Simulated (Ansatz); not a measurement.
# Na (bcc type): a single-point run

Aim: a sound single-point run of Na (bcc type).

Program: Ansatz 0.2.0. Level of theory: DFT, LDA, PAW with Ansatz's default frozen-core files, scalar-relativistic. These are calculated values, not measurements.

1 further run of the same task is left out (it didn't finish). Runs told in other sessions of the task aren't counted.

### Step 1. The structure to begin with

Symmetry: Im-3m, No. 229, cubic system. Conventional cell: a = 3.946 Å, b = 3.946 Å, c = 3.946 Å, α = 90.00°, β = 90.00°, γ = 90.00°. Na (site symmetry m-3m) has 8 Na at 3.42 Å in its first shell of neighbours.

Structure file:

```
CELL_PARAMETERS angstrom
-1.97310 1.97310 1.97310
1.97310 -1.97310 1.97310
1.97310 1.97310 -1.97310
ATOMIC_POSITIONS crystal
Na 0.00000 0.00000 0.00000
```

### Step 2. Input and run

Contents of input.yaml:

```yaml
crystal:
  lattice:
    - [-1.9731015245, 1.9731015245, 1.9731015245]
    - [1.9731015245, -1.9731015245, 1.9731015245]
    - [1.9731015245, 1.9731015245, -1.9731015245]
  atoms:
    - { symbol: Na, position: [0.0, 0.0, 0.0] }
kpoints:
  mp_grid: { grid: [13, 12, 14] }
scf:
  occupations: { method: fermi_dirac, width: 0.05 }
  max_iter: 75
hamiltonian:
  xc: lda
  pseudopotentials: { kind: paw }
output:
  forces: true
  stress: true
  eigenvalues: true
  populations: true
```

Launch:

```
ansatz run input.yaml --threads 1 --pin off --max-ram 2048MiB --backend cpu --events-out ev --progress --plain --runs-dir out
```

Q: Will this input give a usable result? If not, why, and what should change?

The program finished normally, with warnings (symmetry narrowed by mesh). Its log warns: «crystal.symmetry: narrowed to the stabiliser of the k-point mesh — unitary ops 48 → 2; excluded 46 operations that carry a point of the 13×12×14 mesh (shift [0, 0 ...»

Look at the input: kpoints.mp_grid.grid is [13, 12, 14]. What could go wrong: uneven k-mesh. The run converged, but that does not make its result sound.

The test: set kpoints.mp_grid.grid to [13, 13, 13].
